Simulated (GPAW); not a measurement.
Here is a GPAW 26.7.0 calculation.

Contents of run.py:

```python
from ase import Atoms
from ase.eos import EquationOfState
from ase.io import Trajectory
from ase.units import GPa
from ase.parallel import parprint
from gpaw import GPAW, PW, setup_paths

setup_paths.insert(0, '.')

atoms = Atoms(['Se', 'Ti', 'Ti', 'Ti'],
              cell=[[3.1974455988, 0.0, 0.0],
                    [-1.5987227994, 2.7690691158, 0.0],
                    [0.0, 0.0, 7.942745]],
              scaled_positions=[[0.0, 0.0, 0.0],
                                [0.6666666667, 0.3333333333, 0.5],
                                [0.3333333333, 0.6666666667, 0.772902],
                                [0.3333333333, 0.6666666667, 0.227098]],
              pbc=True)

traj = Trajectory('eos.traj', 'w')
volumes, energies = [], []
for x in [0.94, 0.96, 0.98, 1.0, 1.02, 1.04, 1.06]:
    a = atoms.copy()
    a.set_cell(atoms.cell * x**(1 / 3), scale_atoms=True)
    calc = GPAW(mode=PW(600),
                xc='PBEsol',
                kpts={'size': (10, 10, 4), 'gamma': True},
                occupations={'name': 'fermi-dirac', 'width': 0.05},
                nbands=39,
                convergence={'density': 1e-05, 'energy': 1e-05},
                maxiter=150,
                txt=f'eos-{x:.2f}.txt')
    a.calc = calc
    energies.append(a.get_potential_energy(force_consistent=True))
    volumes.append(a.get_volume())
    p = -a.get_stress()[:3].mean() / GPa
    calc.write(f'eos-{x:.2f}.gpw')
    traj.write(a)
    parprint(f'{x:.2f} {volumes[-1]:10.4f} A^3 {energies[-1]:14.6f} eV {p:9.3f} GPa', flush=True)

v0, e0, B = EquationOfState(volumes, energies, eos='birchmurnaghan').fit()
parprint(f'V0 = {v0:.4f} A^3, E0 = {e0:.6f} eV, B0 = {B / GPa:.2f} GPa')
```

Potentials or basis: PAW data sets generated in the run's folder for this functional, pw.

The run is started by

```sh
$ gpaw-setup -f PBEsol Se Ti
$ OMP_NUM_THREADS=1 mpirun -n 4 gpaw python run.py
```

(1) What does it give for the pressure derivative of the bulk modulus?

(2) What does it give for the bulk modulus at fixed shape and positions?

(3) Estimate the equilibrium volume.

Results:

(1) 4.2.

(2) 124 GPa.

(3) 16.98 Å³/atom.

Caveat: the cell was scaled at fixed shape and fractional positions, which overstates the stiffness of a crystal with free parameters, most of all of layers and chains.
